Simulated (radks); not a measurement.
# Ionisation energy and size from Zn³⁺ to Mo³⁺

One table from this session's results is given with a row withheld; the runs are named, their logs left out.

Method: scalar-relativistic Kohn-Sham, PBE, spin-unpolarised, spherical densities, finite nucleus. Code: radks (a radial shooting solver on a logarithmic mesh, Libxc functionals) version 1.

### What is computed

- species: Zn³⁺, Ga³⁺, Ge³⁺, As³⁺, Se³⁺, Br³⁺, Kr³⁺, Rb³⁺, Sr³⁺, Zr³⁺, Nb³⁺, Mo³⁺
- runs: 24, each species and its next ion

Set-up of the first run:

Input:

```text
Z 30
configuration [Ar] 3d9
relativity scalar-relativistic
functional pbe,pbe
spin unpolarised
nucleus finite rms 3.9283 fm
c 137.035999084
```

Among the steps run: Zn³⁺, [Ar] 3d9.

One table of the session follows, with a row left open; its other results are not shown here.

It belongs to the step «Zn³⁺, [Ar] 3d9». Sizes of the orbitals, from the radial functions (bohr):

```
level      <r>  outermost maximum (interpolated)  90 % within  nodes
   1s  0.05031                            0.0329       0.0899      0
   2s   0.2262                             0.189        0.350      1
   2p   0.1983                             0.152        0.324      0
   3s        ?                                 ?            ?      ?
   3p   0.7064                             0.591         1.09      1
   3d   0.8202                             0.559         1.40      0
```

**Question.** Estimate the row for 3s.

The run gave: <r>: 0.6776; outermost maximum (interpolated): 0.587; 90 % within: 1.01; nodes: 2. In the column «<r>» it lies between 2s (0.2262) and 3p (0.7064).

To keep in mind: Elements between those listed are not part of this session, or gave no valid solution. Spin polarisation and multiplet splitting are left out, so open shells lie too high by an amount that depends on their filling.
